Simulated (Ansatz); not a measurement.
Run this with the Ansatz DFT code, driven from Python and show what comes out.

Script `smear_alco.py`:
```python
'''Smearing width test for AlCo.'''

import warnings

import ansatz
import pandas as pd


def main() -> None:
    warnings.simplefilter('ignore', ansatz.DeckWarning)

    system = (
        ansatz.Lattice.of((2.8194, 0.0, 0.0), (0.0, 2.8194, 0.0), (0.0, 0.0, 2.8194))
        .atom('Al', (0.0, 0.0, 0.0))
        .atom('Co', (0.5, 0.5, 0.5))
        .moments(Co=2.5)
    )

    calc = (
        system.calculation()
        .spin(ansatz.SpinTreatment.COLLINEAR)
        .pseudopotentials('paw')
        .functional('PBE')
        .kpoints(9)
    )

    rows = []
    for value in [0.3, 0.2, 0.1, 0.05]:
        rep = calc.occupations('gaussian', width=value).run(threads=1, backend='cpu').report
        rows.append((value, rep['free_energy_ev'] / len(rep['lattice']['sites']), rep['n_iterations'], rep['magnetization_mub'], rep['n_kpoints']))

    table = pd.DataFrame(rows, columns=['width (eV)', 'F/atom (eV)', 'iterations', 'moment (muB)', 'k-points'])
    print(table.round(5).to_string(index=False))

    # differences from the last row
    for row in rows[:-1]:
        shift = 1000 * (row[1] - rows[-1][1])
        print(f'{row[0]}: {shift:+.2f} meV/atom' + ('  (within 5 meV)' if abs(shift) < 5 else ''))


if __name__ == '__main__':
    main()
```

```console
$ python smear_alco.py
RunWarning: the starting moments were not kept: the SCF closed with an absolute magnetisation of 2.8e-7 μB, where they sum to 2.5 μB in size (1 site). That is at most 0.1 of that sum. Measured as dr2_m measures the in/out step, that magnetisation stands 2.0e-14 eV from none, at or under the dr2_threshold of 1.0e-7 eV: [...]
 width (eV)  F/atom (eV)  iterations  moment (muB)  k-points
       0.30  -2832.42017          12           0.0        35
       0.20  -2832.41588          12          -0.0        35
       0.10  -2832.41385          12          -0.0        35
       0.05  -2832.41349          11           0.0        35
0.3: -6.68 meV/atom
0.2: -2.39 meV/atom  (within 5 meV)
0.1: -0.36 meV/atom  (within 5 meV)
```
(Warnings from the package without file and line, shortened, repeats left out.)

Going from 0.05 to 0.3 eV changes F by -6.7 meV an atom. The report's estimate for zero width moves by +1.5 meV, so the entropy term explains only part of the change.

Notes:
- The SCF didn't keep the moments it started from (some shrank, vanished or turned); what is printed is the state reached.
- The mesh is modest for a metal, so energies can be off by several to tens of meV an atom and pressures by half a GPa or more; differences at equal mesh fare better.
- The overall sign of a collinear moment is arbitrary, and semilocal functionals can give small moments to compounds that are paramagnetic.
- The free energy holds a sizeable smearing term, which stands for no physical temperature.
- The narrowest width needs the finest mesh, so the last row is no converged reference.
- The structure comes from a database of computed cells and needn't be a stable or known phase.
- The script silences the warnings on its input, which a real study should read.
- Hardware and time: 8.6 s on 1 thread of Arm Neoverse V2 (shared host), peak memory 0.38 GiB.

(Lines on the test bed's own set-up are left out of the output.)
